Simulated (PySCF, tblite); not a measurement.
# C₄H₁₂BN: geometry, infrared bands and NMR shifts

Wanted: the infrared bands and NMR shifts of C₄H₁₂BN (`C=C(C)C[BH2-][NH3+]`), by calculation.

Programs: tblite 0.8.0 and PySCF 2.14.0, with density-fitted response routines of our own. Each step states its level of theory. These are calculated values for one molecule in the gas phase, unless marked as measured. Atoms count from 0, in the outputs and in this text.

## 1. The starting structure

18 atoms, charge 0, multiplicity 1; geometry from: force field or distance geometry start.

Bonds of the start (Å): C0–C1 1.34, C1–C2 1.49, C1–C3 1.48, C3–B4 1.57, B4–N5 1.54, C0–H6 1.09, C0–H7 1.10, C2–H8 1.13, C2–H9 1.08, C2–H10 1.13, C3–H11 1.12, C3–H12 1.12, B4–H13 1.21, B4–H14 1.18, N5–H15 1.06, N5–H16 1.05, N5–H17 1.04.

## 2. Relaxing the molecule with GFN2-xTB

Job settings and geometry (Å):

```
{"job": {"kind": "relax", "xc": "GFN2-xTB", "basis": "xTB"}, "charge": 0, "multiplicity": 1}
C     -1.323400     1.481700     0.719000
C     -1.037400     0.226600     0.362900
C     -2.031700    -0.451800    -0.509800
C      0.201900    -0.425800     0.832500
B      1.176700    -0.905300    -0.301600
N      2.208600     0.216000    -0.535900
H     -2.232800     1.985800     0.382500
H     -0.599100     1.989000     1.369500
H     -2.504000     0.369400    -1.125500
H     -1.607200    -1.190800    -1.178600
H     -2.890500    -0.872800     0.095100
H      0.767600     0.348900     1.405500
H      0.007100    -1.254800     1.562100
H      1.835800    -1.873000     0.008100
H      0.589200    -1.039200    -1.314600
H      3.176700    -0.184500    -0.707000
H      2.299100     0.835400     0.308600
H      1.954700     0.751400    -1.384600
```

Started as:

```console
$ OMP_NUM_THREADS=1 python probes_run.py task.json out
```

This one command runs all jobs of the session in turn.

**Question.** This job is followed by: GFN2-xTB harmonic vibrations, gas phase; GIAO PBE0/pcSseg-1 NMR shielding, non-relativistic, gas phase. Predict these results of the whole session: strongest single infrared mode (GFN2-xTB); zero-point energy (GFN2-xTB); 13C shifts against TMS (PBE0/pcSseg-1); 1H shifts against TMS (PBE0/pcSseg-1, means over atoms taken as alike); 11B shifts against BF3·OEt2 (PBE0/pcSseg-1); 15N shifts against NH3 (PBE0/pcSseg-1).

As calculated:

| quantity | value |
| --- | --- |
| strongest single infrared mode (GFN2-xTB) | 3121 cm⁻¹, 274 km/mol |
| zero-point energy (GFN2-xTB) | 98.7 kcal/mol |
| 13C shifts against TMS (PBE0/pcSseg-1) | 171.1, 103.9, 35.5, 26.9 ppm |
| 1H shifts against TMS (PBE0/pcSseg-1, means over atoms taken as alike) | 4.79, 4.10, 3.27, 2.00, 1.73, 1.53 ppm |
| 11B shifts against BF3·OEt2 (PBE0/pcSseg-1) | -25.3 ppm |
| 15N shifts against NH3 (PBE0/pcSseg-1) | 42.3 ppm |

In words: The optimisation took 119 steps and gained 0.826 eV; among the close pairs (by a distance rule), B4–N5 changed most, from 1.542 to 1.637 Å. All 48 modes are real, so the xTB geometry is a minimum. The strongest single mode, at 3121 cm⁻¹, moves mainly H17. GFN2-xTB is a fitted tight-binding method: band positions and strengths are rough. Its intensities can rank the bands wrongly. At PBE0/pcSseg-1: The largest span, 269 ppm, is at C1, where the paramagnetic term is -247 ppm.
